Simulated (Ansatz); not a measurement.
# Cd2TeO: the cost of one run

Method: reference: DFT, PBE, plane waves, PAW, in Ansatz 0.2.0.

2 further runs of the same task are left out: 1 for a known fault of the program, 1 that didn't finish.

## Step 1: The system as given

Symmetry: P4/mmm, No. 123, tetragonal system. The conventional cell has a = 3.982 Å, b = 3.982 Å, c = 5.399 Å, α = 90.00°, β = 90.00°, γ = 90.00°. Around O (site symmetry 4/mmm) lie 6 Cd at 2.70 to 2.82 Å. Around Cd (site symmetry 4/mmm) lie 2 O at 2.70 Å and 4 Te at 2.82 Å. Around Te (site symmetry 4/mmm) lie 6 Cd at 2.70 to 2.82 Å. Cd (site symmetry 4/mmm) has 2 Te at 2.70 Å and 4 O at 2.82 Å as nearest neighbours.

Structure file:

```xyz
4
Lattice="3.9815 0.0000 0.0000 0.0000 3.9815 0.0000 0.0000 0.0000 5.3991" Properties=species:S:1:pos:R:3 pbc="T T T"
O     0.0000    0.0000    0.0000
Cd    0.0000    0.0000    2.6996
Te    1.9908    1.9908    2.6996
Cd    1.9908    1.9908    0.0000
```

## Step 2: Reference

File input.yaml:

```yaml
crystal:
  lattice:
    - [3.9815462508, 0.0, 0.0]
    - [0.0, 3.9815462508, 0.0]
    - [0.0, 0.0, 5.3991006792]
  atoms:
    - { symbol: O, position: [0.0, 0.0, 0.0] }
    - { symbol: Cd, position: [0.0, 0.0, 0.5] }
    - { symbol: Te, position: [0.5, 0.5, 0.5] }
    - { symbol: Cd, position: [0.5, 0.5, 0.0] }
kpoints:
  mp_grid: { grid: [4, 4, 4] }
hamiltonian:
  xc: pbe
scf:
  occupations: { method: fermi_dirac, width: 0.02 }
  n_extra_bands: 5
output:
  forces: true
  stress: true
  eigenvalues: true
  write_density: true
  write_potential: true
  elf: true
  volumetric_format: npy
```

On the command line:

```console
$ ansatz run input.yaml --threads 4 --pin off --max-ram 3686MiB --backend cpu --events-out ev --progress --plain --runs-dir out
```

Q: Estimate wall time and peak memory on 4 threads of Arm Neoverse V1, shared host.

About 1.3 s, with a peak of 0.4 GiB.
